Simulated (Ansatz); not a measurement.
Write a Python script for the Ansatz DFT code, driven from Python that makes a rigid scan of one bond length of CH5BSeSi, SMILES C[SiH]1B[Se]1. Settings (for the species named): r2scan0, def2-SVP basis, multiplicity 1.

| atom | x (Å) | y (Å) | z (Å) |
| --- | --- | --- | --- |
| C | -0.3330 | 0.7714 | -0.9752 |
| Si | 0.0570 | -0.7909 | -0.1417 |
| B | 0.7583 | -0.5290 | 1.6845 |
| Se | -1.1255 | -1.2203 | 1.4823 |
| H | -1.1783 | 0.6235 | -1.7516 |
| H | -0.7417 | 1.5646 | -0.2368 |
| H | 0.5423 | 1.2246 | -1.4939 |
| H | 0.6082 | -1.9168 | -0.9154 |
| H | 1.5012 | 0.2266 | 2.3307 |

`ch5bsesi_scan.py`
```python
"""Potential curve of CH5BSeSi along one bond."""

import warnings

import ansatz
import numpy as np

BASIS_SET = "def2-SVP"
FUNCTIONAL = "R2SCAN0"

GEOMETRY = """
C    -0.33300    0.77140   -0.97520
Si    0.05700   -0.79090   -0.14170
B     0.75830   -0.52900    1.68450
Se   -1.12550   -1.22030    1.48230
H    -1.17830    0.62350   -1.75160
H    -0.74170    1.56460   -0.23680
H     0.54230    1.22460   -1.49390
H     0.60820   -1.91680   -0.91540
H     1.50120    0.22660    2.33070
"""


def main() -> None:
    warnings.simplefilter("ignore", ansatz.DeckWarning)

    mol = ansatz.Crystal.molecule()
    for line in GEOMETRY.strip().splitlines():
        symbol, *xyz = line.split()
        mol = mol.atom(symbol, [float(v) for v in xyz])

    symbols = [site.symbol for site in mol.cartesian_sites]
    start = np.array([site.position_ang for site in mol.cartesian_sites])
    axis = (start[0] - start[1]) / np.linalg.norm(start[0] - start[1])
    moving = [0, 4, 5, 6]
    lengths, energies = [1.596, 1.668, 1.741, 1.813, 1.886, 1.958, 2.031, 2.14], []
    for length in lengths:
        xyz = start.copy()
        xyz[moving] += (length - np.linalg.norm(start[0] - start[1])) * axis
        point = ansatz.Crystal.molecule()
        for symbol, place in zip(symbols, xyz):
            point = point.atom(symbol, place.tolist())
        model = (
            point.calculation()
            .basis(gaussian=BASIS_SET)
            .functional(FUNCTIONAL)
        )
        summary = model.run(threads=1).report
        energies.append(summary["free_energy_ev"])
        print(f"r = {length:6.3f} A  E = {energies[-1]:.5f} eV  <S^2> = {abs(summary['mean_field']['state']['spin_squared']):.3f}")

    # quartic fit about the minimum
    fit = np.polynomial.Polynomial.fit(lengths, np.array(energies) - min(energies), 4).convert()
    roots = [r.real for r in fit.deriv().roots() if abs(r.imag) < 1e-9 and fit.deriv(2)(r.real) > 0]
    r_e = min(roots, key=lambda r: abs(r - lengths[int(np.argmin(energies))]))
    print(f"minimum of the fit at {r_e:.4f} A, force constant {fit.deriv(2)(r_e):.2f} eV/A^2")


if __name__ == "__main__":
    main()
```

```console
$ python ch5bsesi_scan.py
r =  1.596 A  E = -75005.94896 eV  <S^2> = 0.000
r =  1.668 A  E = -75006.53727 eV  <S^2> = 0.000
r =  1.741 A  E = -75006.88641 eV  <S^2> = 0.000
r =  1.813 A  E = -75007.05165 eV  <S^2> = 0.000
r =  1.886 A  E = -75007.08697 eV  <S^2> = 0.000
r =  1.958 A  E = -75007.02757 eV  <S^2> = 0.000
r =  2.031 A  E = -75006.89919 eV  <S^2> = 0.000
r =  2.140 A  E = -75006.62284 eV  <S^2> = 0.000
minimum of the fit at 1.8716 A, force constant 18.96 eV/A^2
```

Notes:
- Total energies depend on the basis set; only differences at equal settings carry meaning.
- The rest of the molecule is held rigid at a force-field or estimated start geometry, and the basis set is modest; single-reference methods fail as a bond breaks.
- The orbitals are restricted, so S² is zero by construction.
- Wall time of the script: 43 s on 1 thread of AMD EPYC 7B13 (Zen 3) (shared host), peak memory 0.31 GiB.
